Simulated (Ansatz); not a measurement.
**BHLYP/def2-SVP run of C2H3ClSi (SMILES ClC1=C[SiH2]1)**

Aim: the vertical singlet–triplet gap of C2H3ClSi at BHLYP/def2-SVP, from 2 runs. 

The results are computed with Ansatz 0.2.0.

57 further runs of the same task are left out: 57 set aside as unsound or not needed.

## 1. Starting point

C2H3ClSi: 7 atoms, total charge 0, spin state singlet. As SMILES, `ClC1=C[SiH2]1`. The shape is that of a PBE0-D4/def2-TZVP optimisation.

Bond lengths: Cl1–C2 1.700 Å, C2–C3 1.327 Å, C2–Si4 1.804 Å, C3–Si4 1.819 Å, C3–H5 1.082 Å, Si4–H6 1.482 Å, Si4–H7 1.482 Å. Some angles: Cl1–C2–C3 135.8°, Cl1–C2–Si4 155.1°, C3–C2–Si4 69.2°, C2–C3–Si4 67.9°, C2–Si4–C3 43.0°, C2–C3–H5 137.0°, Si4–C3–H5 155.1°, C2–Si4–H6 121.6°, C2–Si4–H7 121.6°, C3–Si4–H6 121.6°.

## 2. A single-point energy at BHLYP/def2-SVP

The input, input.yaml:

```yaml
crystal:
  periodic: [false, false, false]
  atoms:
    - {symbol: Cl, position_ang: [-1.169200, -2.293300, 0.411500]}
    - {symbol: C, position_ang: [-0.358000, -0.819900, 0.163200]}
    - {symbol: C, position_ang: [0.836800, -0.330000, 0.466700]}
    - {symbol: Si, position_ang: [-0.185900, 0.871600, -0.438900]}
    - {symbol: H, position_ang: [1.727500, -0.673800, 0.975600]}
    - {symbol: H, position_ang: [-0.837800, 2.011300, 0.248800]}
    - {symbol: H, position_ang: [0.047800, 1.166200, -1.872600]}
basis:
  gaussian:
    orbitals: def2-SVP
hamiltonian:
  xc: {name: BHLYP}
accuracy: high
output: {orbitals: {seedname: orbitals}}
```

Command:

```sh
$ ansatz run input.yaml --threads 1 --pin off --max-ram 3480MiB --events-out events.jsonl --progress --plain --runs-dir runs
```

The log of the run:

```text
Warning: RAYON_NUM_THREADS=1 ignored (pool sized by the plan → 1); use --threads N
Functional definition: BHLYP
  name "BHLYP"
  parameter a = 0.5
  exchange = (1 - a)*b88_x + a*exact_x
  correlation = lyp_c
1684 factors; integrals over basis functions are off by at most 3.6e-9 eV
mean field evaluation 1: about -22508.0753 eV, gradient 3.4e1 eV
mean field evaluation 2: about -22507.8135 eV, gradient 3.5e1 eV
mean field evaluation 4: about -22511.0983 eV, gradient 1.3e0 eV
mean field evaluation 8: about -22511.4724 eV, gradient 2.6e-1 eV
mean field evaluation 16: about -22511.4726 eV, gradient 3.3e-5 eV
mean field -22511.47262097 eV, -827.2813599966 hartree, gradient 3.7e-8 eV, S^2 0.000000; 0 other end points of the search recorded, 0 dependent functions left out
reference -22511.47264616 eV, -827.2813609221 hartree; 23, 23 occupied and 56, 56 virtual orbitals, 1684 factors
Total energy: -22511.47264616 eV, -827.2813609221 hartree
```

Wall time 6 s (1 thread of Arm Neoverse V2, shared host); peak memory 0.24 GiB.

## 3. The triplet

The input, run.yaml:

```yaml
crystal:
  periodic: [false, false, false]
  atoms:
    - {symbol: Cl, position_ang: [-1.169200, -2.293300, 0.411500]}
    - {symbol: C, position_ang: [-0.358000, -0.819900, 0.163200]}
    - {symbol: C, position_ang: [0.836800, -0.330000, 0.466700]}
    - {symbol: Si, position_ang: [-0.185900, 0.871600, -0.438900]}
    - {symbol: H, position_ang: [1.727500, -0.673800, 0.975600]}
    - {symbol: H, position_ang: [-0.837800, 2.011300, 0.248800]}
    - {symbol: H, position_ang: [0.047800, 1.166200, -1.872600]}
basis:
  gaussian:
    orbitals: def2-SVP
magnetization:
  spin_polarized: true
  initial_magnetization: 2
hamiltonian:
  xc: {name: BHLYP}
accuracy: high
output: {orbitals: {seedname: orbitals}}
```

Command:

```sh
$ ansatz run run.yaml --threads 1 --pin off --max-ram 3480MiB --events-out events.jsonl --progress --plain --runs-dir runs
```

The log of the run:

```text
Warning: RAYON_NUM_THREADS=1 ignored (pool sized by the plan → 1); use --threads N
[... 5 set-up lines as earlier in the session ...]
1684 factors; integrals over basis functions are off by at most 3.6e-9 eV
mean field evaluation 1: about -22498.9772 eV, gradient 3.6e1 eV
mean field evaluation 2: about -22484.1856 eV, gradient 5.7e1 eV
mean field evaluation 4: about -22505.8233 eV, gradient 4.7e0 eV
mean field evaluation 8: about -22506.0518 eV, gradient 3.4e-1 eV
mean field evaluation 16: about -22506.2804 eV, gradient 1.8e0 eV
mean field -22506.88329310 eV, -827.1127053081 hartree, gradient 4.7e-8 eV, S^2 2.017078; 2 other end points of the search recorded, 0 dependent functions left out
reference -22506.88331845 eV, -827.1127062395 hartree; 24, 22 occupied and 55, 57 virtual orbitals, 1684 factors
Total energy: -22506.88331845 eV, -827.1127062395 hartree
```

It took 11 s on 1 thread of Arm Neoverse V2, shared host; peak memory 0.35 GiB.

## 4. Summary of results

Level: BHLYP/def2-SVP.

| quantity | value |
| --- | --- |
| singlet: total energy | -827.28136 Eh |
| singlet: HOMO energy | -8.72 eV |
| singlet: LUMO energy | 0.92 eV |
| singlet: HOMO–LUMO gap | 9.64 eV |
| triplet: total energy | -827.11271 Eh |
| triplet: HOMO energy (highest over α and β) | -4.46 eV |
| triplet: LUMO energy (lowest over α and β) | -3.58 eV |
| triplet: ⟨S²⟩ | 2.017 |
| vertical energy of the triplet above the singlet | 4.589 eV |

At this shape the triplet lies 4.59 eV (443 kJ/mol) above the singlet.
